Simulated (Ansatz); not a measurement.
# GdBi (CsCl type): how the settings move a single-point run

Aim: see which settings change the result for GdBi (CsCl type), by how much, and at what cost.

Program: Ansatz 0.2.0. Level of theory: reference: DFT, r2SCAN, all-electron PAW with datasets made for the crystal, scalar-relativistic. These are calculated values, not measurements.

1 further run of the same task is left out (set aside as unsound or not needed).

## Step 1: Starting point

It takes space group Pm-3m (No. 221, cubic). The conventional cell has a = 3.896 Å, b = 3.896 Å, c = 3.896 Å, α = 90.00°, β = 90.00°, γ = 90.00°. Around Gd (site symmetry m-3m) lie 8 Bi at 3.37 Å. Bi (site symmetry m-3m) has 8 Gd at 3.37 Å as nearest neighbours.

Coordinates:

```
Gd Bi
1.0
     3.89579    0.00000    0.00000
     0.00000    3.89579    0.00000
     0.00000    0.00000    3.89579
Gd Bi
1 1
Direct
  0.00000 0.00000 0.00000
  0.50000 0.50000 0.50000
```

## Step 2: The reference run

Input file input.yaml:

```yaml
crystal:
  lattice:
    - [3.8957929718, 0.0, 0.0]
    - [0.0, 3.8957929718, 0.0]
    - [0.0, 0.0, 3.8957929718]
  atoms:
    - { symbol: Gd, position: [0.0, 0.0, 0.0], spin: 7.0 }
    - { symbol: Bi, position: [0.5, 0.5, 0.5] }
magnetization:
  spin_polarized: true
kpoints:
  mp_grid: { grid: [11, 11, 11] }
scf:
  occupations: { method: fermi_dirac, width: 0.08 }
hamiltonian:
  xc: r2scan
  pseudopotentials: { kind: all_electron, datasets: crystal }
output:
  forces: true
  stress: true
  eigenvalues: true
```

Run with:

```
$ ansatz run input.yaml --threads 1 --pin off --max-ram 3072MiB --backend cpu --events-out ev --progress --plain --runs-dir out
```

From the output:

```text
[...]
Basis set: ecut = 280 eV, 619 PW (Γ), exchange–correlation on 90×90×90 points (27 copies of the dense FFT grid, shifted against one another)
[...]
Magnetic group: BNS 221.92 (UNI 1594), of the structure as read, at distance tolerance 3.9e-5 Å
k-points: 56 of 1331
[...]
SCF iter   1: F=—  HF=-892506.464860 eV  |F-HF|=—  |Δ(HF+E_count)|=         —  Δρ=4.13e-3 (↑4.13e-3 ↓2.61e-3)  dr2=4.77e-3  dr2_τ=5.06e-4  dr2_m=1.76e-3  M=7.433 μB ∫|m|=7.709 μB  β_m=1.20  ethr=1.17e-5  ⟨swp⟩=6.8  Hψ=18430  notcnv=0
preconditioner: auto → Kerker (q_TF=auto, 2.476 Å⁻¹)  [metal: Δε(μ)=0.013 eV  Ē_g=16.291 eV  σ=0.080 eV  W_gap=0.04  n_scr=18 (ndim 8)  ℏωp=26.9 eV  f_vac=0.000  D(μ)=2.01/eV (n_scr^D=18)]
[...]
SCF iter   2: F=—  HF=-892506.467988 eV  |F-HF|=—  |Δ(HF+E_count)|=   3.13e-3  Δρ=2.46e-3 (↑2.46e-3 ↓2.44e-3)  dr2=3.91e-3  dr2_τ=1.24e-5  dr2_m=4.65e-5  M=7.440 μB ∫|m|=7.716 μB  β_m=1.20  ethr=1.17e-5  ⟨swp⟩=3.1  Hψ=6107  notcnv=0  κ⁻¹=1.0e0(r=1)
[...]
SCF iter  14: F=—  HF=-892506.479396 eV  |F-HF|=—  |Δ(HF+E_count)|=   4.42e-9  Δρ=2.64e-6 (↑2.55e-6 ↓2.64e-6)  dr2=1.96e-8  dr2_τ=1.23e-11  dr2_m=3.02e-10  M=7.432 μB ∫|m|=7.710 μB  β_m=1.20  ethr=3.16e-10  ⟨swp⟩=2.8  Hψ=4771  notcnv=0  defer=1  κ⁻¹=1.3e-5(r=8
SCF iter  15: F=-892506.479396 eV  HF=-892506.479396 eV  |F-HF|=3.73e-9  |Δ(HF+E_count)|=   1.14e-8  Δρ=1.80e-6 (↑1.68e-6 ↓1.80e-6)  dr2=6.45e-9  dr2_τ=5.31e-12  dr2_m=6.39e-11  M=7.432 μB ∫|m|=7.710 μB  ethr=5.93e-11  ⟨swp⟩=3.4  Hψ=5606  notcnv=0  defer=1
[...]
SCF converged after 15 iterations
Magnetization: 7.4322 μB (20.2161 up, 12.7839 down)
[...]
Free energy (F): -892506.479397 eV
[...]
E sigma→0 (E₀):  -892506.458943 eV
[...]
Fermi energy:    16.438946 eV
[...]
  P = ⅓ Tr σ = 0.0500 GPa (0.500 kbar)
[...]
```

Wall time 46 s (1 thread of Intel Xeon 6975P-C (Granite Rapids), shared host); peak memory 1.2 GiB.

## Step 3: A run with other settings

Changes to input.yaml since step 2:

```diff
@@ -14,2 +14,3 @@
   occupations: { method: fermi_dirac, width: 0.08 }
+  convergence: { dr2_threshold: 0.0001 }
 hamiltonian:
```

Run with:

```
$ ansatz run input.yaml --threads 1 --pin off --max-ram 3072MiB --backend cpu --events-out ev --progress --plain --runs-dir out
```

The program printed:

```text
Warning: scf.convergence.dr2_threshold = 1e-4 eV is looser than this run's default, which is 1e-7 eV or tighter. The error in the forces grows as the threshold's square root, so leave the key out unless less accurate forces are enough
Warning: output.stress: scf.convergence.dr2_threshold = 1e-4 eV is looser than the 6.25e-8 eV advised for a printed stress on datasets or a basis made for the crystal, by an estimate of what a threshold leaves in their stress. Set scf.convergence.dr2_threshold to 6.25e-8 eV or tighter
hamiltonian.pseudopotentials.datasets: crystal makes datasets for this crystal and solves the spheres of its atoms anew in each pass: cutoff 280.0 eV, the density's 1960.0 eV; for an error of 0.50 meV an atom under PBE, 1.0 meV for the cell; an energy difference from a run of another recipe may be off by several times the error for the cell, under r2SCAN by more, where some 0.1 meV an atom stays at smaller errors; Gd in spheres of 1.376 Å, 18 of its electrons in bands; Bi in spheres of 1.376 Å, 15 of its electrons in bands
Engine: ansatz 0.2.0
Pseudopotentials: kind: all_electron
Pseudopotential: Gd, paw, valence charge 18, recommended cutoff 280 eV (normal), Koelling and Harmon's equation, gaussian nucleus
Pseudopotential: Bi, paw, valence charge 15, recommended cutoff 280 eV (normal), Koelling and Harmon's equation, gaussian nucleus
Functional definition: r2SCAN
  parameter k0 = 0.174
  parameter k1 = 0.065
  parameter a1 = 4.9479
  exchange = r2scan_x(k0 = k0, k1 = k1, a1 = a1)
  correlation = r2scan_c
a search for the magnetic state begins, with frozen cores and fixed partial waves. It gives no result and prints no iterations
the search for the magnetic state of this step took 11 SCF iterations with frozen cores. It stayed in its first state, in which the spheres begin
Crystal: 2 atoms, lattice volume = 59.127 Å³
Basis set: ecut = 280 eV, 619 PW (Γ), exchange–correlation on 90×90×90 points (27 copies of the dense FFT grid, shifted against one another)
Bands: 24, of which v1, the nominal top of the filled ones, is band 17 counted from 1 (16 counted from 0)
Symmetry: 48 space group operations
Space group: Pm-3m (ITA 221), of the structure as read, at distance tolerance 3.9e-5 Å
Magnetic group: BNS 221.92 (UNI 1594), of the structure as read, at distance tolerance 3.9e-5 Å
k-points: 56 of 1331
Non-local potential: Gd, projectors of the file, l = 0: 2, l = 1: 2, l = 2: 1, l = 3: 2
Non-local potential: Bi, projectors of the file, l = 0: 1, l = 1: 1, l = 2: 2
PAW form: soft (Blöchl's): semilocal exchange-correlation on the pseudo side does not see the compensation charge
PAW one-centre angular grid: Gd, 2702 points (default); XC on its mesh's 1837 points in the sphere
PAW one-centre angular grid: Bi, 590 points (default); XC on its mesh's 1809 points in the sphere
Initial density: read from a saved state, or passed on in memory by an earlier SCF of this step, an earlier step, the calling program or the single point that the run made first
Starting moments: Σ|m| = 7 μB on 1 of 2 sites; this step starts from the density that it was given
Initial wavefunctions: pseudopotential atomic-orbital guess
Functional: x = r2scan, c = r2scan; τ floored in thin density (d = 2e-4 eV/Å³)
iter 1 solved again at ethr=1.22e-5 eV; its pass at ethr=1.00e-1 eV (dr2=4.01e-3 eV) is discarded
SCF iter   1: F=—  HF=-892506.466553 eV  |F-HF|=—  |Δ(HF+E_count)|=         —  Δρ=4.13e-3 (↑4.13e-3 ↓2.64e-3)  dr2=4.89e-3  dr2_τ=5.13e-4  dr2_m=1.81e-3  M=7.435 μB ∫|m|=7.712 μB  β_m=1.20  ethr=1.22e-5  ⟨swp⟩=6.7  Hψ=18363  notcnv=0
preconditioner: auto → Kerker (q_TF=auto, 2.476 Å⁻¹)  [metal: Δε(μ)=0.005 eV  Ē_g=16.298 eV  σ=0.080 eV  W_gap=0.02  n_scr=18 (ndim 8)  ℏωp=26.9 eV  f_vac=0.000  D(μ)=2.01/eV (n_scr^D=18)]
spin=Collinear: Kerker preconditioning applied to the charge; magnetization (m = ρ↑ − ρ↓) channel mixes plain (no charge-response kernel on spin).
SCF iter   2: F=—  HF=-892506.474056 eV  |F-HF|=—  |Δ(HF+E_count)|=   7.50e-3  Δρ=2.58e-3 (↑2.58e-3 ↓2.54e-3)  dr2=4.04e-3  dr2_τ=2.63e-5  dr2_m=5.39e-5  M=7.441 μB ∫|m|=7.717 μB  β_m=1.20  ethr=1.22e-5  ⟨swp⟩=3.1  Hψ=6109  notcnv=0
SCF iter   3: F=—  HF=-892506.477116 eV  |F-HF|=—  |Δ(HF+E_count)|=   3.06e-3  Δρ=2.03e-3 (↑1.93e-3 ↓2.03e-3)  dr2=2.97e-3  dr2_τ=6.00e-7  dr2_m=2.56e-6  M=7.442 μB ∫|m|=7.719 μB  β_m=1.20  ethr=1.22e-5  ⟨swp⟩=3.0  Hψ=4721  notcnv=0  κ⁻¹=1.0e0(r=1)
SCF iter   4: F=—  HF=-892506.479411 eV  |F-HF|=—  |Δ(HF+E_count)|=   2.30e-3  Δρ=6.10e-4 (↑6.10e-4 ↓5.59e-4)  dr2=8.34e-4  dr2_τ=9.15e-7  dr2_m=8.46e-6  M=7.435 μB ∫|m|=7.715 μB  β_m=1.20  ethr=8.99e-6  ⟨swp⟩=3.2  Hψ=5337  notcnv=0  κ⁻¹=1.8e-5(r=2)
SCF iter   5: F=—  HF=-892506.479334 eV  |F-HF|=—  |Δ(HF+E_count)|=   7.71e-5  Δρ=2.68e-4 (↑2.68e-4 ↓2.65e-4)  dr2=1.41e-4  dr2_τ=5.31e-7  dr2_m=9.43e-6  M=7.431 μB ∫|m|=7.712 μB  β_m=1.20  ethr=2.53e-6  ⟨swp⟩=3.0  Hψ=6286  notcnv=0  κ⁻¹=1.8e-5(r=2)
SCF iter   6: F=—  HF=-892506.479370 eV  |F-HF|=—  |Δ(HF+E_count)|=   3.58e-5  Δρ=1.45e-4 (↑1.42e-4 ↓1.45e-4)  dr2=4.55e-5  dr2_τ=8.33e-8  dr2_m=6.46e-7  M=7.431 μB ∫|m|=7.711 μB  β_m=1.20  ethr=4.29e-7  ⟨swp⟩=3.2  Hψ=5050  notcnv=0  κ⁻¹=2.1e-6(r=3)
SCF iter   7: F=—  HF=-892506.479400 eV  |F-HF|=—  |Δ(HF+E_count)|=   3.01e-5  Δρ=1.05e-4 (↑1.05e-4 ↓8.99e-5)  dr2=2.37e-5  dr2_τ=3.20e-8  dr2_m=1.23e-7  M=7.433 μB ∫|m|=7.711 μB  β_m=1.20  ethr=1.38e-7  ⟨swp⟩=3.8  Hψ=6200  notcnv=0  κ⁻¹=5.8e-7(r=4)
SCF iter   8: F=—  HF=-892506.479393 eV  |F-HF|=—  |Δ(HF+E_count)|=   7.21e-6  Δρ=5.81e-5 (↑4.83e-5 ↓5.81e-5)  dr2=8.30e-6  dr2_τ=7.17e-9  dr2_m=9.21e-8  M=7.433 μB ∫|m|=7.711 μB  β_m=1.20  ethr=7.19e-8  ⟨swp⟩=2.9  Hψ=4882  notcnv=0  κ⁻¹=1.0e-7(r=5)
SCF iter   9: F=-892506.479391 eV  HF=-892506.479393 eV  |F-HF|=1.34e-6  |Δ(HF+E_count)|=   2.56e-7  Δρ=3.19e-5 (↑3.19e-5 ↓3.18e-5)  dr2=2.78e-6  dr2_τ=5.96e-9  dr2_m=1.09e-7  M=7.433 μB ∫|m|=7.711 μB  ethr=2.51e-8  ⟨swp⟩=3.0  Hψ=5238  notcnv=0
SCF 1 converged in 9 iterations: F = -892506.479395 eV  dr2 = 2.78e-6
  Residual-converged pass: ⟨swp⟩=2.9  Hψ=3565  notcnv=0  max |occ|·‖R‖ = 2.1e-4 eV (tolerance 2.1e-4 eV)  dr2=2.63e-6  dr2_τ=6.61e-9  dr2_m=1.10e-7  dr2_onsite=3.28e-5  max |Δocc| = 2.6e-8
this state was not tested for a lower state beside it, because the mixer in use, unlike msr1, does not test its closes by its own steps (another_mixer; see scf.mixing.algorithm and scf.lower_state_search)
SCF converged after 9 iterations
Magnetization: 7.4328 μB (20.2164 up, 12.7836 down)
Absolute magnetization: 7.7110 μB (∫|ρ↑−ρ↓|)
Spin contamination: 0.0941 ħ² per cell (⟨S²⟩ above its minimum at these occupations)
Per-site moments (μB) at R_I (Å): [(7.30538750062903, 1.3917154686037654), (-0.11280106227915221, 1.3917154686037654)]
Free energy (F): -892506.479395 eV
Harris-Foulkes:  -892506.479396 eV  (|F-HF|=1.34e-6)
Internal energy: -892506.438478 eV  (E = F + TS)
E sigma→0 (E₀):  -892506.458936 eV
Entropy (-TS):   -0.040917 eV (-20.458 meV/atom)
Past the cutoff: the bands carry plane waves up to 2.50 times it, of which those up to 1.5 times it add -0.001857 eV an atom, each by itself; the spheres take 0.000766 eV an atom off the energy for waves past 2.50 times it
Past the cutoffs: a stress includes 0.0044 GPa for waves and charges beyond them, in addition to the slope of what the spheres take
In the spheres:  the bands' charges fall short by 5.1e-7 e at most (sound up to 1e-3)
Fermi energy:    16.438262 eV
--- Per-component energies (eV) ---
  The terms above E_closure are by the made datasets' own strengths, without shells solved beside the bands.
--- Forces (eV/Å), atoms counted from 1 ---
  atom   1  Gd     0.00000000    -0.00000000    -0.00000000
  atom   2  Bi     0.00000000     0.00000000     0.00000000
  max |Σ_I F_I| component: 7.43e-30 eV/Å
--- Stress (GPa, compression-positive) ---
        0.044602       0.000000       0.000000
        0.000000       0.044602       0.000000
        0.000000       0.000000       0.044602
  P = ⅓ Tr σ = 0.0446 GPa (0.446 kbar)
--- Band table (eV; the first three rows and the last of 112) ---
  k-point 0 ↑: bands = ["-30.9794", "-7.6504", "-7.6504", "-7.6504", "-6.3574", "-6.3574", "-6.3316", "-6.3316", "-6.3316", "4.3411", "10.6136", "10.6136", "10.6136", "10.6140", "10.6140", "10.6140", "10.6757", "15.4985", "15.4985", "17.1292", "17.1292", "17.1292", "18.4960"]
  k-point 1 ↑: bands = ["-30.9788", "-7.6678", "-7.6516", "-7.6516", "-6.3571", "-6.3520", "-6.3314", "-6.3298", "-6.3298", "4.4167", "10.6098", "10.6128", "10.6145", "10.6145", "10.6165", "10.6165", "10.6754", "15.0985", "15.5329", "16.7946", "16.9603", "16.9603", "19.3778"]
  k-point 2 ↑: bands = ["-30.9771", "-7.7139", "-7.6546", "-7.6546", "-6.3564", "-6.3376", "-6.3310", "-6.3248", "-6.3248", "4.6318", "10.6006", "10.6098", "10.6163", "10.6163", "10.6241", "10.6241", "10.6747", "13.9726", "15.6286", "16.5921", "16.5921", "17.0701", "19.5822"]
  k-point 55 ↓: bands = ["-27.1003", "-6.4527", "-6.4527", "-6.4468", "-6.2810", "-6.2810", "-4.9409", "-4.9321", "-4.9321", "6.5873", "12.7890", "12.7890", "12.9109", "17.7326", "17.7361", "17.7361", "17.8004", "17.8471", "17.8498", "17.8498", "20.4690", "20.6921", "20.6921"]
```

Wall time 42 s (1 thread of Intel Xeon 6975P-C (Granite Rapids), shared host); peak memory 1.1 GiB.

## Step 4: A look at that input

This run ends as converged, with warnings (crystal datasets made, force scf threshold loose, stability check not made). Its log warns: «scf.convergence.dr2_threshold = 1e-4 eV is looser than this run's default, which is 1e-7 eV or tighter. The error in the forces grows as the threshold's square root ...»

Look at the input: scf.convergence.dr2_threshold is 0.0001. The tolerance lets an unconverged density pass as converged.

To undo it: delete scf.convergence.dr2_threshold (the default then holds).

The changed convergence setting doesn't alter the result here (within 0.5 meV/atom). Cost: 9 SCF cycles against 15.

## Step 5: Comparison

| run | ending | energy change | pressure (GPa) | abs. moment (μB) | force (eV/Å) | cycles | time |
| --- | --- | --- | --- | --- | --- | --- | --- |
| reference | converged | 0 | 0.0 | 7.71 | 0.00 | 15 | 46 s |
| 1: dr2_threshold 0.0001 | converged | 0.0 meV/atom | 0.0 | 7.71 | 0.00 | 9 | 42 s |

Residual by cycle in the longest SCF loop of each run; runs are numbered as in the table. The quantity is the density residual dr2, in eV.

| cycle | reference | run 1 |
| --- | --- | --- |
| 1 | 0.00477 | 0.00489 |
| 2 | 0.00391 | 0.00404 |
| 4 | 9.5e-4 | 8.3e-4 |
| 5 | 4.4e-4 | 1.4e-4 |
| 6 | 3.5e-5 | 4.6e-5 |
| 7 | 2.3e-5 | 2.4e-5 |
| 9 | 4.2e-6 | 2.8e-6 |
| 10 | 1.6e-6 | - |
| 11 | 8.9e-7 | - |
| 12 | 1.5e-7 | - |
| 14 | 2.0e-8 | - |
| 15 | 6.4e-9 | - |

**Reading.** Same state: the changed convergence setting leaves the energy within 0.5 meV/atom. Cost: 9 SCF cycles against 15.
